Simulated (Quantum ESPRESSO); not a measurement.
# WS2 in Quantum ESPRESSO: relaxation of the atoms with PBEsol

Aim: the relaxation of the atoms of WS2 with PBEsol.

Everything below comes from runs of Quantum ESPRESSO 7.5. Logs are shortened: lines on timing, memory, paths and dates and some standing lists are left out, and cuts for length are marked.

## (1) Starting point

The cell holds a sheet with vacuum, 3 atoms: a = 3.279 Å, b = 3.279 Å, c = 21.140 Å, α = 90.00°, β = 90.00°, γ = 120.00°.

The cell was built by a generator and needn't be a form met in nature.

## (2) Relaxation of the atoms, PBEsol

pw.in

```
&CONTROL
  calculation = 'relax'
  prefix = 'pwscf'
  outdir = './tmp'
  pseudo_dir = './pseudo'
  tprnfor = .true.
  disk_io = 'low'
  nstep = 40
  forc_conv_thr = 0.0004
  etot_conv_thr = 1d-05
/
&SYSTEM
  ibrav = 0
  nat = 3
  ntyp = 2
  ecutwfc = 74
  nbnd = 20
  occupations = 'smearing'
  smearing = 'gaussian'
  degauss = 0.00146997
/
&ELECTRONS
  conv_thr = 6d-10
  electron_maxstep = 120
  mixing_beta = 0.5
/
&IONS
  ion_dynamics = 'bfgs'
/
ATOMIC_SPECIES
S     32.0600 S.upf
W    183.8400 W.upf
CELL_PARAMETERS angstrom
   3.2791200000    0.0000000000    0.0000000000
  -1.6395600000    2.8398012220    0.0000000000
   0.0000000000    0.0000000000   21.1400000000
ATOMIC_POSITIONS crystal
S      0.6666666667    0.3333333333    0.4257332072
W      0.3333333333    0.6666666667    0.5000000000
S      0.6666666667    0.3333333333    0.5742667928
K_POINTS automatic
10 10 1 0 0 0
```

Potentials or basis: PseudoDojo 0.4.1 SR PBEsol standard.

The run is started by

```
> OMP_NUM_THREADS=1 pw.x -in pw.in > pw.out
```

pw.out:

```text
This program is part of the open-source Quantum ESPRESSO suite
     for quantum simulation of materials; please cite
[... 9 lines left out ...]
     --------------------
     sticks:   dense  smooth     PW     G-vecs:    dense   smooth      PW
     Sum         769     769    223               113991   113991   17499

     Using Slab Decomposition

     bravais-lattice index     =            0
     lattice parameter (alat)  =       6.1966  a.u.
     unit-cell volume          =    1328.4550 (a.u.)^3
     number of atoms/cell      =            3
     number of atomic types    =            2
     number of electrons       =        26.00
     number of Kohn-Sham states=           20
     kinetic-energy cutoff     =      74.0000  Ry
     charge density cutoff     =     296.0000  Ry
     scf convergence threshold =      6.0E-10
     mixing beta               =       0.5000
     number of iterations used =            8  plain     mixing
     energy convergence thresh.=      1.0E-05
     force convergence thresh. =      4.0E-04
     Exchange-correlation= PBESOL
                           (   1   4  10   8   0   0   0)
     nstep                     =           40

     celldm(1)=   6.196639  celldm(2)=   0.000000  celldm(3)=   0.000000
     celldm(4)=   0.000000  celldm(5)=   0.000000  celldm(6)=   0.000000

     crystal axes: (cart. coord. in units of alat)
               a(1) = (   1.000000   0.000000   0.000000 )
               a(2) = (  -0.500000   0.866025   0.000000 )
               a(3) = (   0.000000   0.000000   6.446852 )

     reciprocal axes: (cart. coord. in units 2 pi/alat)
               b(1) = (  1.000000  0.577350 -0.000000 )
               b(2) = (  0.000000  1.154701  0.000000 )
               b(3) = (  0.000000 -0.000000  0.155114 )

     PseudoPot. # 1 for S  read from file:
     S.upf
     Pseudo is Norm-conserving + core correction, Zval =  6.0
     Generated using ONCVPSP code by D. R. Hamann
     Using radial grid of 1146 points,  6 beta functions with:
                l(1) =   0
                l(2) =   0
                l(3) =   1
                l(4) =   1
                l(5) =   2
                l(6) =   2

     PseudoPot. # 2 for W  read from file:
     W.upf
     Pseudo is Norm-conserving + core correction, Zval = 14.0
     Generated using ONCVPSP code by D. R. Hamann
     Using radial grid of 1396 points,  8 beta functions with:
                l(1) =   0
                l(2) =   0
                l(3) =   1
                l(4) =   1
                l(5) =   2
                l(6) =   2
                l(7) =   3
                l(8) =   3

     atomic species   valence    mass     pseudopotential
     S                 6.00    32.06000     S ( 1.00)
     W                14.00   183.84000     W ( 1.00)

     12 Sym. Ops. (no inversion) found

   Cartesian axes

     site n.     atom                  positions (alat units)
         1        S      tau(   1) = (   0.5000000   0.2886751   2.7446388  )
         2        W      tau(   2) = (  -0.0000000   0.5773503   3.2234258  )
         3        S      tau(   3) = (   0.5000000   0.2886751   3.7022128  )

     number of k points=    14  Gaussian smearing, width (Ry)=  0.0015
                       cart. coord. in units 2pi/alat
        k(    1) = (   0.0000000   0.0000000   0.0000000), wk =   0.0200000
        k(    2) = (   0.0000000   0.1154701   0.0000000), wk =   0.1200000
        k(    3) = (   0.0000000   0.2309401   0.0000000), wk =   0.1200000
        k(    4) = (   0.0000000   0.3464102   0.0000000), wk =   0.1200000
        k(    5) = (   0.0000000   0.4618802   0.0000000), wk =   0.1200000
        k(    6) = (   0.0000000  -0.5773503   0.0000000), wk =   0.0600000
        k(    7) = (   0.1000000   0.1732051   0.0000000), wk =   0.1200000
        k(    8) = (   0.1000000   0.2886751   0.0000000), wk =   0.2400000
        k(    9) = (   0.1000000   0.4041452   0.0000000), wk =   0.2400000
        k(   10) = (   0.1000000   0.5196152   0.0000000), wk =   0.2400000
        k(   11) = (   0.2000000   0.3464102   0.0000000), wk =   0.1200000
        k(   12) = (   0.2000000   0.4618802   0.0000000), wk =   0.2400000
        k(   13) = (   0.2000000   0.5773503   0.0000000), wk =   0.1200000
        k(   14) = (   0.3000000   0.5196152   0.0000000), wk =   0.1200000

     Dense  grid:   113991 G-vectors     FFT dimensions: (  36,  36, 225)

     Initial potential from superposition of free atoms

     starting charge      25.9995, renormalised to      26.0000

     negative rho (up, down):  2.958E-05 0.000E+00
     Starting wfcs are   18 randomized atomic wfcs +    2 random wfcs

     Self-consistent Calculation

     iteration #  1     ecut=    74.00 Ry     beta= 0.50
     Davidson diagonalization with overlap
     ethr =  1.00E-02,  avg # of iterations =  5.7

     Threshold (ethr) on eigenvalues was too large:
     Diagonalizing with lowered threshold

     Davidson diagonalization with overlap
     ethr =  3.52E-04,  avg # of iterations =  4.4

     negative rho (up, down):  1.292E-05 0.000E+00

     total energy              =    -195.89057824 Ry
     estimated scf accuracy    <       0.09706059 Ry

     iteration #  2     ecut=    74.00 Ry     beta= 0.50
     Davidson diagonalization with overlap
     ethr =  3.73E-04,  avg # of iterations =  3.0

     negative rho (up, down):  8.726E-06 0.000E+00

     total energy              =    -195.89407890 Ry
     estimated scf accuracy    <       0.07242820 Ry

     iteration #  3     ecut=    74.00 Ry     beta= 0.50
     Davidson diagonalization with overlap
     ethr =  2.79E-04,  avg # of iterations =  4.1

     negative rho (up, down):  3.542E-06 0.000E+00

     total energy              =    -195.90979272 Ry
     estimated scf accuracy    <       0.02619886 Ry

     iteration #  4     ecut=    74.00 Ry     beta= 0.50
     Davidson diagonalization with overlap
     ethr =  1.01E-04,  avg # of iterations =  1.6

     negative rho (up, down):  1.179E-07 0.000E+00

     total energy              =    -195.91292552 Ry
     estimated scf accuracy    <       0.00066491 Ry

     iteration #  5     ecut=    74.00 Ry     beta= 0.50
     Davidson diagonalization with overlap
     ethr =  2.56E-06,  avg # of iterations = 12.1

     negative rho (up, down):  6.981E-08 0.000E+00

     total energy              =    -195.91305558 Ry
     estimated scf accuracy    <       0.00018349 Ry

     iteration #  6     ecut=    74.00 Ry     beta= 0.50
     Davidson diagonalization with overlap
     ethr =  7.06E-07,  avg # of iterations =  2.0
[... 105 lines left out ...]
   -75.4052 -39.7065 -39.6036 -39.5299 -13.6167 -13.3357  -6.8799  -6.4348
    -5.3335  -4.4782  -4.3490  -3.2588  -1.6036   0.7487   2.0723   2.3060
     3.3233   4.4746   6.6964   7.7725

          k = 0.3000 0.5196 0.0000 ( 14238 PWs)   bands (ev):

   -75.4049 -39.6849 -39.6341 -39.5286 -13.5548 -13.3032  -6.5784  -6.5104
    -5.3389  -4.9646  -4.3844  -3.3526  -1.4258   0.4308   2.1008   2.2945
     3.6159   5.0877   5.8222   7.7990

     the Fermi energy is     0.1600 ev

!    total energy              =    -195.91308719 Ry
     estimated scf accuracy    <          1.5E-10 Ry
     smearing contrib. (-TS)   =      -0.00000000 Ry
     internal energy E=F+TS    =    -195.91308719 Ry

     The total energy is F=E-TS. E is the sum of the following terms:
     one-electron contribution =   -1139.66597411 Ry
     hartree contribution      =     568.66536113 Ry
     xc contribution           =     -45.40669607 Ry
     ewald contribution        =     420.49422187 Ry

     convergence has been achieved in  10 iterations

     Forces acting on atoms (cartesian axes, Ry/au):

     atom    1 type  1   force =     0.00000000    0.00000000    0.03532952
     atom    2 type  2   force =     0.00000000    0.00000000    0.00000000
     atom    3 type  1   force =     0.00000000    0.00000000   -0.03532952

     Total force =     0.049963     Total SCF correction =     0.000036

     BFGS Geometry Optimization
     Energy error            =      2.5E-03 Ry
     Gradient error          =      3.5E-02 Ry/Bohr

     number of scf cycles    =   1
     number of bfgs steps    =   0

     energy             new  =    -195.9130871880 Ry

     new trust radius        =       0.0353295150 bohr
     new conv_thr            =       0.0000000006 Ry

ATOMIC_POSITIONS (crystal)
S                0.6666666667        0.3333333333        0.4266175768
W                0.3333333333        0.6666666667        0.5000000000
S                0.6666666667        0.3333333333        0.5733824232

     NEW-OLD atomic charge density approx. for the potential

     negative rho (up, down):  6.823E-06 0.000E+00

     Self-consistent Calculation

     iteration #  1     ecut=    74.00 Ry     beta= 0.50
     Davidson diagonalization with overlap
     ethr =  1.00E-06,  avg # of iterations =  7.4

     negative rho (up, down):  3.109E-06 0.000E+00

     total energy              =    -195.91508442 Ry
     estimated scf accuracy    <       0.00013815 Ry

     iteration #  2     ecut=    74.00 Ry     beta= 0.50
     Davidson diagonalization with overlap
     ethr =  5.31E-07,  avg # of iterations =  2.1

     negative rho (up, down):  2.388E-06 0.000E+00

     total energy              =    -195.91508654 Ry
     estimated scf accuracy    <       0.00025699 Ry

     iteration #  3     ecut=    74.00 Ry     beta= 0.50
     Davidson diagonalization with overlap
     ethr =  5.31E-07,  avg # of iterations =  2.0

     negative rho (up, down):  7.006E-07 0.000E+00
[... 537 lines left out ...]
     Total force =     0.000429     Total SCF correction =     0.000025
     Energy error            =      1.4E-04 Ry
     Gradient error          =      3.0E-04 Ry/Bohr

     number of scf cycles    =   4
     number of bfgs steps    =   3

     energy             old  =    -195.9162945805 Ry
     energy             new  =    -195.9164318804 Ry

     CASE: energy            _new < energy            _old

     new trust radius        =       0.0007553326 bohr
     new conv_thr            =            6.0E-12 Ry

ATOMIC_POSITIONS (crystal)
S                0.6666666667        0.3333333333        0.4280524365
W                0.3333333333        0.6666666667        0.5000000000
S                0.6666666667        0.3333333333        0.5719475635

     NEW-OLD atomic charge density approx. for the potential

     negative rho (up, down):  7.566E-08 0.000E+00

     Self-consistent Calculation

     iteration #  1     ecut=    74.00 Ry     beta= 0.50
     Davidson diagonalization with overlap
     ethr =  1.00E-06,  avg # of iterations =  1.1

     Threshold (ethr) on eigenvalues was too large:
     Diagonalizing with lowered threshold

     Davidson diagonalization with overlap
     ethr =  1.01E-09,  avg # of iterations =  4.1

     negative rho (up, down):  2.917E-08 0.000E+00

     total energy              =    -195.91643209 Ry
     estimated scf accuracy    <       0.00000006 Ry

     iteration #  2     ecut=    74.00 Ry     beta= 0.50
     Davidson diagonalization with overlap
     ethr =  2.12E-10,  avg # of iterations =  2.0

     negative rho (up, down):  1.988E-08 0.000E+00

     total energy              =    -195.91643209 Ry
     estimated scf accuracy    <       0.00000007 Ry

     iteration #  3     ecut=    74.00 Ry     beta= 0.50
     Davidson diagonalization with overlap
     ethr =  2.12E-10,  avg # of iterations =  1.9

     total energy              =    -195.91643211 Ry
     estimated scf accuracy    <          5.5E-09 Ry

     iteration #  4     ecut=    74.00 Ry     beta= 0.50
     Davidson diagonalization with overlap
     ethr =  2.11E-11,  avg # of iterations =  1.9

     total energy              =    -195.91643211 Ry
     estimated scf accuracy    <          2.6E-10 Ry

     iteration #  5     ecut=    74.00 Ry     beta= 0.50
     Davidson diagonalization with overlap
     ethr =  1.01E-12,  avg # of iterations =  3.6

     total energy              =    -195.91643211 Ry
     estimated scf accuracy    <          2.4E-11 Ry

     iteration #  6     ecut=    74.00 Ry     beta= 0.50
     Davidson diagonalization with overlap
     ethr =  1.00E-13,  avg # of iterations =  3.5

     total energy              =    -195.91643211 Ry
     estimated scf accuracy    <          1.2E-11 Ry
[... 85 lines left out ...]
          k = 0.3000 0.5196 0.0000 ( 14238 PWs)   bands (ev):

   -75.3890 -39.7096 -39.6554 -39.5284 -13.7684 -13.4201  -6.7865  -6.6794
    -5.4929  -5.0929  -4.4249  -3.2724  -1.5348   0.2587   2.2836   2.3792
     3.7299   5.2496   5.8750   7.7847

     the Fermi energy is     0.1485 ev

!    total energy              =    -195.91643211 Ry
     estimated scf accuracy    <          2.7E-13 Ry
     smearing contrib. (-TS)   =      -0.00000000 Ry
     internal energy E=F+TS    =    -195.91643211 Ry

     The total energy is F=E-TS. E is the sum of the following terms:
     one-electron contribution =   -1152.07614632 Ry
     hartree contribution      =     574.83424521 Ry
     xc contribution           =     -45.48576818 Ry
     ewald contribution        =     426.81123719 Ry

     convergence has been achieved in   7 iterations

     Forces acting on atoms (cartesian axes, Ry/au):

     atom    1 type  1   force =     0.00000000    0.00000000    0.00000536
     atom    2 type  2   force =    -0.00000000   -0.00000000    0.00000000
     atom    3 type  1   force =     0.00000000    0.00000000   -0.00000536

     Total force =     0.000008     Total SCF correction =     0.000001
     Energy error            =      2.3E-07 Ry
     Gradient error          =      5.4E-06 Ry/Bohr

     bfgs converged in   5 scf cycles and   4 bfgs steps
     (criteria: energy <  1.0E-05 Ry, force <  4.0E-04 Ry/Bohr)

     End of BFGS Geometry Optimization

     Final energy             =    -195.9164321059 Ry

Begin final coordinates

ATOMIC_POSITIONS (crystal)
S                0.6666666667        0.3333333333        0.4280524365
W                0.3333333333        0.6666666667        0.5000000000
S                0.6666666667        0.3333333333        0.5719475635
End final coordinates

=------------------------------------------------------------------------------=
   JOB DONE.
=------------------------------------------------------------------------------=
```

Run time: 6.5 min. Hardware: 1 thread of Intel Xeon Platinum 8259CL at 2.50GHz (Skylake/Cascade Lake), shared host; peak memory 0.21 GiB.

Results:

| Item | Value |
| --- | --- |
| Free energy | -2665.5789 eV |
| Energy gained by relaxing | 15.2 meV/atom |
| Ionic steps | 5 |
| Band gap on the k mesh | 1.22 eV, indirect (least direct gap 1.79 eV) |

The path:
```csv
step,energy change (eV),largest force (eV/Å)
1,0.0000,0.9084
2,-0.0278,0.5759
3,-0.0436,0.1905
4,-0.0455,0.0078
5,-0.0455,0.0001
```

Final structure:
```
CELL_PARAMETERS angstrom
3.27912 0.00000 0.00000
-1.63956 2.83980 0.00000
0.00000 0.00000 21.14000
ATOMIC_POSITIONS crystal
S 0.66667 0.33333 0.42805
W 0.33333 0.66667 0.50000
S 0.66667 0.33333 0.57195
```

Caveat: spin-orbit coupling is left out, which moves the levels of the heavy elements.
